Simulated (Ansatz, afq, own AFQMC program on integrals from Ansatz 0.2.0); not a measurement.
**CuNH4O (singlet): quantum Monte Carlo beside coupled cluster, def2-TZVP**

How near does AFQMC come to the top of the ladder for CuNH4O (singlet)?

Method: def2-TZVP, frozen cores; program: Ansatz 0.2.0, Gaussian basis, and an in-house AFQMC program (afq) on its integrals; all values are calculated.

Plan: PBE (unrestricted); CCSD(T) on RHF; r2SCAN (unrestricted); PBE0 (unrestricted); B3LYP (unrestricted); wB97M-V (unrestricted); B2PLYP (unrestricted); Phaseless AFQMC, CISD trial on RHF; Phaseless AFQMC, single-determinant trial on RHF; UHF.

1 further run of the same task is left out (it didn't finish).

**1. The system**

The geometry is a PBE0/def2-SVP stationary point (not a proven minimum).

7 atoms, charge 0, spin multiplicity 1.

Atoms are counted from 1 here; the program's logs count them from 0.

Bond lengths: N1–Cu2 1.935 Å, N1–H4 1.021 Å, N1–H5 1.022 Å, N1–H6 1.021 Å, Cu2–O3 1.775 Å, O3–H7 0.963 Å. Angles: Cu2–N1–H4 112.2°, Cu2–N1–H5 111.6°, Cu2–N1–H6 112.3°, H4–N1–H5 106.7°, H4–N1–H6 106.9°, H5–N1–H6 106.8°, N1–Cu2–O3 176.1°, Cu2–O3–H7 109.6°.

**2. PBE (unrestricted)**

in.yaml

```yaml
crystal:
  periodic: [false, false, false]
  atoms:
    - {symbol: N, position_ang: [-1.042223, 0.620284, -0.199743]}
    - {symbol: Cu, position_ang: [0.661778, -0.268448, 0.023312]}
    - {symbol: O, position_ang: [2.272153, -1.005594, 0.146960]}
    - {symbol: H, position_ang: [-1.802298, -0.040152, -0.370061]}
    - {symbol: H, position_ang: [-1.029208, 1.264800, -0.992260]}
    - {symbol: H, position_ang: [-1.304144, 1.168183, 0.621385]}
    - {symbol: H, position_ang: [2.243953, -1.739064, 0.770406]}
basis:
  gaussian: {orbitals: def2-TZVP}
magnetization: {spin_polarized: true, initial_magnetization: 0}
hamiltonian: {xc: {name: PBE}}
output: {orbitals: {seedname: orbitals}}
```

Launch:

```sh
$ ansatz run in.yaml --threads 1 --pin off --events-out ev --progress --plain --max-ram 8192MiB --backend cpu
```

What it wrote:

```text
Functional definition: PBE
  name "PBE"
  cite "Perdew, Burke & Ernzerhof, Phys. Rev. Lett. 77, 3865 (1996) doi:10.1103/PhysRevLett.77.3865"
  parent pbe
  parameter kappa = 0.804
  parameter beta = 0.06672455060314922
  exchange = pbe_x(kappa = kappa, mu = beta*pi^2/3)
  correlation = pbe_c(beta = beta)
935 factors; their error is unknown
mean field evaluation 1: about -48218.9433 eV, gradient 7.1e1 eV
mean field evaluation 2: about -47926.2143 eV, gradient 3.5e2 eV
mean field evaluation 4: about -48229.6751 eV, gradient 5.8e1 eV
mean field evaluation 8: about -48235.5020 eV, gradient 1.5e-1 eV
mean field evaluation 16: about -48235.4600 eV, gradient 5.3e-4 eV
mean field -48235.46003352 eV, -1772.6204610629 hartree, gradient 1.4e-5 eV, S^2 0.000000; 0 other end points of the search recorded, 0 dependent functions left out
reference -48235.46008188 eV, -1772.6204628401 hartree; 24, 24 occupied and 107, 107 virtual orbitals, 935 factors
Total energy: -48235.46008188 eV, -1772.6204628401 hartree
```

It took 3.8 s on 1 thread of AMD EPYC 7R13 (Zen 3), shared host; peak memory 0.73 GiB.

From the report: ⟨S²⟩ of the determinant 0.000 (pure singlet: 0.00).

**3. CCSD(T) on RHF**

Changes to in.yaml since step 2:

```diff
@@ -12,4 +12,3 @@
   gaussian: {orbitals: def2-TZVP}
-magnetization: {spin_polarized: true, initial_magnetization: 0}
-hamiltonian: {xc: {name: PBE}}
-output: {orbitals: {seedname: orbitals}}
+magnetization: {spin_polarized: false}
+correlation: {method: ccsd_t, electrons: outside_noble_gas, hamiltonian_folder: ham}
```

Launch:

```sh
$ ansatz run in.yaml --threads 1 --pin off --events-out ev --progress --plain --max-ram 24576MiB --backend cuda --devices 0, --max-vram 18GiB
```

What it wrote, shortened:

```text
Functional definition: HF
  name "HF"
  cite "Fock, Z. Phys. 61, 126 (1930) doi:10.1007/BF01340294"
  parent pbe
[...]
1072 factors; integrals over basis functions are off by at most 1.6e-3 eV
[...]
mean field -48181.70604196 eV, -1770.6450383088 hartree, gradient 1.7e-6 eV, S^2 0.000000; 0 other end points of the search recorded, 0 dependent functions left out
11 core orbitals not correlated: weight in the atoms' cores, before any rotation towards them, 1.000 or more for the frozen orbitals, at most 0.000 for the correlated occupied ones
reference -48181.70604196 eV, -1770.6450383088 hartree; 13, 13 occupied and 107, 107 virtual orbitals, 1072 factors
second order -25.52460927 eV of doubles, -0.00000000 eV of singles
cycle   1  -22.56204912 eV  change     3.0e0 eV  update   2.3e-1
[...]
cycle  14  -23.99384528 eV  change    2.5e-5 eV  update   1.1e-5
perturbative correction -0.90261507 eV, -0.0331704919 hartree
Total energy: -48206.60250231 eV, -1771.5599663512 hartree
```

Run time: 5.5 s. Hardware: 1 × NVIDIA H100 80GB HBM3 with 1 thread of AMD EPYC 7R13 (Zen 3), shared host; peak host memory 0.79 GiB.

From the report: correlation -24.8965 eV; T1 0.026; largest double amplitude 0.03.

This run also writes the integrals to the folder ham.

**4. r2SCAN (unrestricted)**

Changes to in.yaml since step 3:

```diff
@@ -12,3 +12,3 @@
   gaussian: {orbitals: def2-TZVP}
-magnetization: {spin_polarized: false}
-correlation: {method: ccsd_t, electrons: outside_noble_gas, hamiltonian_folder: ham}
+magnetization: {spin_polarized: true, initial_magnetization: 0}
+hamiltonian: {xc: {name: r2SCAN}}
```

Launch:

```sh
$ ansatz run in.yaml --threads 1 --pin off --events-out ev --progress --plain --max-ram 8192MiB --backend cpu
```

What it wrote:

```text
Functional definition: r2SCAN
  name "r2SCAN"
  cite "Furness, Kaplan, Ning, Perdew & Sun, J. Phys. Chem. Lett. 11, 8208 (2020) doi:10.1021/acs.jpclett.0c02405"
  cite "Furness, Kaplan, Ning, Perdew & Sun, J. Phys. Chem. Lett. 11, 9248 (2020) doi:10.1021/acs.jpclett.0c03077"
  parent r2scan
  parameter k0 = 0.174
  parameter k1 = 0.065
  parameter a1 = 4.9479
  exchange = r2scan_x(k0 = k0, k1 = k1, a1 = a1)
  correlation = r2scan_c
935 factors; their error is unknown
mean field evaluation 1: about -48228.9056 eV, gradient 6.9e1 eV
mean field evaluation 2: about -47955.3447 eV, gradient 3.5e2 eV
mean field evaluation 4: about -48240.2706 eV, gradient 4.4e1 eV
mean field evaluation 8: about -48243.8605 eV, gradient 1.3e-1 eV
mean field evaluation 16: about -48243.8209 eV, gradient 3.4e-3 eV
mean field -48243.82090659 eV, -1772.9277174807 hartree, gradient 7.7e-5 eV, S^2 0.000000; 0 other end points of the search recorded, 0 dependent functions left out
reference -48243.82092742 eV, -1772.9277182463 hartree; 24, 24 occupied and 107, 107 virtual orbitals, 935 factors
Total energy: -48243.82092742 eV, -1772.9277182463 hartree
```

It took 7.5 s on 1 thread of AMD EPYC 7R13 (Zen 3), shared host; peak memory 0.73 GiB.

From the report: ⟨S²⟩ of the determinant 0.000 (pure singlet: 0.00).

**5. PBE0 (unrestricted)**

Changes to in.yaml since step 4:

```diff
@@ -13,2 +13,3 @@
 magnetization: {spin_polarized: true, initial_magnetization: 0}
-hamiltonian: {xc: {name: r2SCAN}}
+hamiltonian: {xc: {name: PBE0}}
+output: {orbitals: {seedname: orbitals}}
```

Same command.

What it wrote:

```text
Functional definition: PBE0
  name "PBE0"
  cite "Adamo & Barone, J. Chem. Phys. 110, 6158 (1999) doi:10.1063/1.478522"
  cite "Perdew, Burke & Ernzerhof, Phys. Rev. Lett. 77, 3865 (1996) doi:10.1103/PhysRevLett.77.3865"
  parent pbe
  parameter a = 0.25
  parameter kappa = 0.804
  parameter beta = 0.06672455060314922
  exchange = (1 - a)*pbe_x(kappa = kappa, mu = beta*pi^2/3) + a*exact_x
  correlation = pbe_c(beta = beta)
1024 factors; their error is unknown
mean field evaluation 1: about -48222.7698 eV, gradient 6.5e1 eV
mean field evaluation 2: about -48049.9088 eV, gradient 2.8e2 eV
mean field evaluation 4: about -48234.3745 eV, gradient 2.1e1 eV
mean field evaluation 8: about -48235.2073 eV, gradient 5.8e-2 eV
mean field evaluation 16: about -48235.2461 eV, gradient 2.1e-5 eV
mean field -48235.24614418 eV, -1772.6126007743 hartree, gradient 2.1e-5 eV, S^2 0.000000; 0 other end points of the search recorded, 0 dependent functions left out
reference -48235.24617999 eV, -1772.6126020906 hartree; 24, 24 occupied and 107, 107 virtual orbitals, 1024 factors
Total energy: -48235.24617999 eV, -1772.6126020906 hartree
```

Wall time 4.7 s (1 thread of AMD EPYC 7R13 (Zen 3), shared host); peak memory 2 GiB.

From the report: ⟨S²⟩ of the determinant 0.000 (pure singlet: 0.00).

**6. B3LYP (unrestricted)**

Changes to in.yaml since step 5:

```diff
@@ -13,3 +13,2 @@
 magnetization: {spin_polarized: true, initial_magnetization: 0}
-hamiltonian: {xc: {name: PBE0}}
-output: {orbitals: {seedname: orbitals}}
+hamiltonian: {xc: {name: B3LYP}}
```

Launched as before.

What it wrote, shortened:

```text
Functional definition: B3LYP
  name "B3LYP"
  cite "Stephens, Devlin, Chabalowski & Frisch, J. Phys. Chem. 98, 11623 (1994) doi:10.1021/j100096a001"
  cite "Becke, Phys. Rev. A 38, 3098 (1988) doi:10.1103/PhysRevA.38.3098"
  cite "Lee, Yang & Parr, Phys. Rev. B 37, 785 (1988) doi:10.1103/PhysRevB.37.785"
  cite "Vosko, Wilk & Nusair, Can. J. Phys. 58, 1200 (1980) doi:10.1139/p80-159"
[...]
1024 factors; their error is unknown
[...]
mean field -48247.48517698 eV, -1773.0623769340 hartree, gradient 3.7e-5 eV, S^2 0.000000; 0 other end points of the search recorded, 0 dependent functions left out
reference -48247.48541860 eV, -1773.0623858135 hartree; 24, 24 occupied and 107, 107 virtual orbitals, 1024 factors
Total energy: -48247.48541860 eV, -1773.0623858135 hartree
```

Wall time 4.8 s (1 thread of AMD EPYC 7R13 (Zen 3), shared host); peak memory 2.7 GiB.

From the report: ⟨S²⟩ of the determinant 0.000 (pure singlet: 0.00).

**7. wB97M-V (unrestricted)**

Changes to in.yaml since step 6:

```diff
@@ -13,2 +13,3 @@
 magnetization: {spin_polarized: true, initial_magnetization: 0}
-hamiltonian: {xc: {name: B3LYP}}
+hamiltonian: {xc: {name: wB97M-V}}
+output: {orbitals: {seedname: orbitals}}
```

Launched as before.

What it wrote, shortened:

```text
Functional definition: wB97M-V
  name "wB97M-V"
  cite "Mardirossian & Head-Gordon, J. Chem. Phys. 144, 214110 (2016) doi:10.1063/1.4952647"
  cite "Becke, J. Chem. Phys. 107, 8554 (1997) doi:10.1063/1.475007"
  cite "Vydrov & Van Voorhis, J. Chem. Phys. 133, 244103 (2010) doi:10.1063/1.3521275"
  # Of w^i u^j: cxij and so on, Table III.
[...]
  gx(w, u) = 1 - cx + cx01*u + cx10*w
  gss(w, u) = css00 + css04*u^4 + css10*w + css20*w^2 + css43*w^4*u^3
  gos(w, u) = cos00 + cos10*w + (cos20 + cos21*u)*w^2 + (cos60 + cos61*u)*w^6
[...]
      + integral(e_c_pw_mod_opposite_spin*gos(b97_w_opposite, b97_u_opposite)) + vv10(b, c)
1013 factors; their error is unknown
220 factors; integrals over basis functions are off by at most 2.1e-5 eV
[...]
mean field -48242.01166114 eV, -1772.8612289370 hartree, gradient 3.0e-5 eV, S^2 0.000000; 0 other end points of the search recorded, 0 dependent functions left out
reference -48242.01171736 eV, -1772.8612310032 hartree; 24, 24 occupied and 107, 107 virtual orbitals, 1013 factors
Total energy: -48242.01171736 eV, -1772.8612310032 hartree
```

It took 17 s on 1 thread of AMD EPYC 7R13 (Zen 3), shared host; peak memory 2.7 GiB.

From the report: ⟨S²⟩ of the determinant 0.000 (pure singlet: 0.00).

**8. B2PLYP (unrestricted)**

Changes to in.yaml since step 7:

```diff
@@ -13,3 +13,3 @@
 magnetization: {spin_polarized: true, initial_magnetization: 0}
-hamiltonian: {xc: {name: wB97M-V}}
-output: {orbitals: {seedname: orbitals}}
+hamiltonian: {xc: {name: B2PLYP}}
+correlation: {electrons: outside_noble_gas}
```

The command is unchanged.

What it wrote, shortened:

```text
Functional definition: B2PLYP
  name "B2PLYP"
  cite "Grimme, J. Chem. Phys. 124, 034108 (2006) doi:10.1063/1.2148954"
  cite "Becke, Phys. Rev. A 38, 3098 (1988) doi:10.1103/PhysRevA.38.3098"
  cite "Lee, Yang & Parr, Phys. Rev. B 37, 785 (1988) doi:10.1103/PhysRevB.37.785"
[...]
1072 factors; integrals over basis functions are off by at most 1.6e-3 eV
[...]
mean field -48226.76649878 eV, -1772.3009795538 hartree, gradient 3.9e-6 eV, S^2 0.000000; 1 other end points of the search recorded, 0 dependent functions left out
11 core orbitals not correlated: weight in the atoms' cores, before any rotation towards them, 1.000 or more for the frozen orbitals, at most 0.000 for the correlated occupied ones
reference -48226.76664984 eV, -1772.3009851049 hartree; 13, 13 occupied and 107, 107 virtual orbitals, 1072 factors
second order -31.35696202 eV of doubles, -0.00000000 eV of singles
Total energy: -48235.23302958 eV, -1772.6121188219 hartree
```

Wall time 9.5 s (1 thread of AMD EPYC 7R13 (Zen 3), shared host); peak memory 2.7 GiB.

From the report: ⟨S²⟩ of the determinant 0.000 (pure singlet: 0.00).

**9. Phaseless AFQMC, CISD trial on RHF**

It reads the integrals that the CCSD(T) run on this determinant wrote.

Launch:

```sh
$ afq ham --method phaseless --trial cisd --walkers 1700 --populations 20 --least-time 60 --time-step 0.005 --steps-per-block 50 --equilibration-blocks 40 --max-blocks 4000 --target-error 0.0003 --factor-cut 1e-05 --seed 2793 --release-times 0.21,0.42,0.63,0.9 --release-step 0.03 --release-every 5 --taylor-order 6
```

What it wrote:

```text
orbitals 120  electrons 13 13  factors 970 of 1072
reference energy -1770.64503831 Eh
CCSD correlation -0.88175746 Eh in 18 cycles, weight of the determinant in the CISD state 0.8001
energy of the start -1771.526798 Eh
 block  time / (1/Eh)  mean weight  energy / Eh
     1     0.250  0.9984  -1771.510496
     2     0.500  1.0011  -1771.534015
     3     0.750  1.0018  -1771.539959
     4     1.000  0.9995  -1771.550533
     5     1.250  0.9995  -1771.556052
     6     1.500  0.9995  -1771.557084
     7     1.750  1.0002  -1771.559286
     8     2.000  0.9989  -1771.562289
     9     2.250  0.9995  -1771.563548
    10     2.500  0.9999  -1771.562895
    11     2.750  0.9987  -1771.561426
    16     4.000  0.9990  -1771.556795
    21     5.250  1.0024  -1771.563821
    26     6.500  0.9979  -1771.563750
    31     7.750  0.9994  -1771.559901
    36     9.000  0.9993  -1771.559330
    41    10.250  0.9997  -1771.556699
    46    11.500  1.0002  -1771.557158
    51    12.750  1.0003  -1771.564236
    56    14.000  0.9998  -1771.567674
    61    15.250  0.9997  -1771.570817
    66    16.500  0.9997  -1771.566219
    71    17.750  0.9996  -1771.565140
    76    19.000  0.9998  -1771.555118
    81    20.250  0.9991  -1771.575082
    86    21.500  1.0000  -1771.558919
    91    22.750  1.0002  -1771.559618
    96    24.000  0.9988  -1771.556764
   101    25.250  0.9999  -1771.568648
   106    26.500  0.9996  -1771.566944
   111    27.750  0.9998  -1771.557105
   116    29.000  0.9998  -1771.562645
   121    30.250  0.9999  -1771.573684
   126    31.500  1.0006  -1771.560543
   131    32.750  1.0001  -1771.561961
   136    34.000  1.0008  -1771.562021
   141    35.250  1.0001  -1771.558897
   146    36.500  1.0004  -1771.562690
   151    37.750  1.0003  -1771.559143
   156    39.000  1.0009  -1771.559464
   161    40.250  0.9996  -1771.560508
   166    41.500  0.9993  -1771.561554
   171    42.750  0.9995  -1771.559053
   176    44.000  0.9999  -1771.558372
   181    45.250  0.9997  -1771.565086
   186    46.500  0.9992  -1771.556735
   191    47.750  0.9999  -1771.557464
   196    49.000  0.9992  -1771.554403
   201    50.250  1.0004  -1771.562920
   206    51.500  1.0001  -1771.561574
error from the spread of 20 populations
released: time / (1/Eh)  energy / Eh  error  mean overlap
  0.21  -1771.562036  0.000750  0.9955
  0.42  -1771.561814  0.000720  0.9914
  0.63  -1771.561853  0.001021  0.9901
  0.90  -1771.561086  0.001073  0.9870
energy -1771.562002 +/- 0.000595 Eh
```

Wall time 6.2 min (1 × NVIDIA H100 80GB HBM3 with 2 threads of AMD EPYC 7R13 (Zen 3), shared host); peak host memory 2.7 GiB.

Energy -48206.6579 ± 0.0162 eV. Caveats: constraint bias not in the error; error above the target.

**10. Phaseless AFQMC, single-determinant trial on RHF**

It reads the integrals that the CCSD(T) run on this determinant wrote.

Launch:

```sh
$ afq ham --method phaseless --trial hf --walkers 1700 --populations 20 --least-time 40 --time-step 0.005 --steps-per-block 20 --equilibration-blocks 160 --max-blocks 4000 --target-error 0.0014999999999999998 --factor-cut 1e-05 --seed 9065 --taylor-order 6
```

What it wrote:

```text
orbitals 120  electrons 13 13  factors 970 of 1072
reference energy -1770.64503831 Eh
CCSD correlation -0.88175746 Eh in 18 cycles, weight of the determinant in the CISD state 0.8001
energy of the start -1770.645038 Eh
 block  time / (1/Eh)  mean weight  energy / Eh
     1     0.100  1.0074  -1771.029216
     2     0.200  1.0098  -1771.214467
     3     0.300  1.0061  -1771.322058
     4     0.400  1.0091  -1771.407400
     5     0.500  1.0060  -1771.448972
     6     0.600  1.0047  -1771.482988
     7     0.700  1.0034  -1771.506272
     8     0.800  1.0020  -1771.506626
     9     0.900  1.0010  -1771.506791
    10     1.000  1.0015  -1771.524125
    20     2.000  0.9988  -1771.534976
    39     3.900  1.0002  -1771.557215
    58     5.800  1.0003  -1771.561804
    77     7.700  1.0016  -1771.564625
    96     9.600  1.0005  -1771.579874
   115    11.500  1.0005  -1771.540502
   134    13.400  0.9984  -1771.610477
   153    15.300  0.9993  -1771.559797
   172    17.200  1.0011  -1771.558126
   191    19.100  1.0011  -1771.576028
   210    21.000  1.0020  -1771.581817
   229    22.900  0.9991  -1771.586489
   248    24.800  0.9997  -1771.571159
   267    26.700  0.9984  -1771.560801
   286    28.600  1.0002  -1771.568604
   305    30.500  0.9981  -1771.564291
   324    32.400  1.0004  -1771.544863
   343    34.300  0.9992  -1771.556863
   362    36.200  0.9990  -1771.566633
   381    38.100  1.0002  -1771.579012
   400    40.000  0.9987  -1771.583095
   419    41.900  0.9998  -1771.597161
   438    43.800  1.0014  -1771.581653
   457    45.700  1.0012  -1771.570180
   476    47.600  1.0004  -1771.561003
   495    49.500  1.0006  -1771.582188
   514    51.400  0.9994  -1771.593908
   533    53.300  0.9992  -1771.560653
   552    55.200  1.0002  -1771.579811
   571    57.100  0.9990  -1771.575952
   590    59.000  1.0010  -1771.548245
   609    60.900  0.9993  -1771.583819
   628    62.800  0.9996  -1771.588473
   647    64.700  0.9990  -1771.572507
   666    66.600  0.9983  -1771.570886
   685    68.500  0.9986  -1771.552464
   704    70.400  1.0014  -1771.571435
   723    72.300  1.0002  -1771.565109
   742    74.200  1.0011  -1771.565473
   761    76.100  0.9998  -1771.568858
   780    78.000  1.0001  -1771.555989
error from the spread of 20 populations
energy -1771.572449 +/- 0.001484 Eh
```

Wall time 90 s (1 × NVIDIA H100 80GB HBM3 with 2 threads of AMD EPYC 7R13 (Zen 3), shared host); peak host memory 2.7 GiB.

Energy -48206.9422 ± 0.0404 eV. Caveats: constraint bias not in the error.

**11. UHF**

Changes to in.yaml since step 8:

```diff
@@ -13,3 +13,3 @@
 magnetization: {spin_polarized: true, initial_magnetization: 0}
-hamiltonian: {xc: {name: B2PLYP}}
-correlation: {electrons: outside_noble_gas}
+hamiltonian: {xc: hf}
+output: {orbitals: {seedname: orbitals}}
```

Launch:

```sh
$ ansatz run in.yaml --threads 1 --pin off --events-out ev --progress --plain --max-ram 24576MiB --backend cuda --devices 0, --max-vram 18GiB
```

What it wrote:

```text
Functional definition: HF
  name "HF"
  cite "Fock, Z. Phys. 61, 126 (1930) doi:10.1007/BF01340294"
  parent pbe
  exchange = exact_x
  correlation = 0
1223 factors; their error is unknown
mean field evaluation 1: about -48174.0024 eV, gradient 5.3e1 eV
mean field evaluation 2: about -48169.2694 eV, gradient 8.9e1 eV
mean field evaluation 4: about -48181.3690 eV, gradient 3.2e0 eV
mean field evaluation 8: about -48181.4221 eV, gradient 2.0e-1 eV
mean field evaluation 16: about -48174.3100 eV, gradient 5.3e1 eV
mean field evaluation 32: about -48181.5407 eV, gradient 6.6e-1 eV
mean field evaluation 64: about -48181.3695 eV, gradient 3.2e0 eV
mean field -48181.70574723 eV, -1770.6450274774 hartree, gradient 2.5e-5 eV, S^2 0.000000; 0 other end points of the search recorded, 0 dependent functions left out
reference -48181.70574723 eV, -1770.6450274774 hartree; 24, 24 occupied and 107, 107 virtual orbitals, 1223 factors
Total energy: -48181.70574723 eV, -1770.6450274774 hartree
```

It took 3.1 s on 1 × NVIDIA H100 80GB HBM3 with 1 thread of AMD EPYC 7R13 (Zen 3), shared host; peak host memory 2.7 GiB.

From the report: ⟨S²⟩ of the determinant 0.000 (pure singlet: 0.00).

**12. AFQMC on the ladder**

On the RHF determinant, counted from CCSD(T) (a yardstick, not exact):

| level | energy (eV) | from CCSD(T) (kcal/mol) | statistical error (kcal/mol) | time |
| --- | --- | --- | --- | --- |
| HF | -48181.7060 | +574.13 |  |  |
| MP2 | -48207.2307 | -14.49 |  |  |
| CCSD | -48205.6999 | +20.81 |  |  |
| CCSD(T) | -48206.6025 | 0.00 |  |  |
| Phaseless AFQMC, CISD trial, step 0.005, 1700 walkers | -48206.6579 | -1.28 | 0.37 | 6.2 min |
| Phaseless AFQMC, single-determinant trial, step 0.005, 1700 walkers | -48206.9422 | -7.83 | 0.93 | 90 s |

The functionals' totals stand on their own zeros and serve differences with other points: PBE -48235.460 eV; r2SCAN -48243.821 eV; PBE0 -48235.246 eV; B3LYP -48247.485 eV; wB97M-V -48242.012 eV; B2PLYP -48235.233 eV.

**13. What came out**

| quantity | value |
| --- | --- |
| Phaseless AFQMC, CISD trial on RHF from CCSD(T) | -1.28 ± 0.37 kcal/mol |
| Phaseless AFQMC, single-determinant trial on RHF from CCSD(T) | -7.83 ± 0.93 kcal/mol |

In words: On RHF the phaseless walk with the CISD trial lies -1.28 kcal/mol from CCSD(T), 3 times its error bar. A single-determinant trial moves the result by -6.56 kcal/mol. Error bars are statistical and leave out the constraint, the time step and what remains of the start.
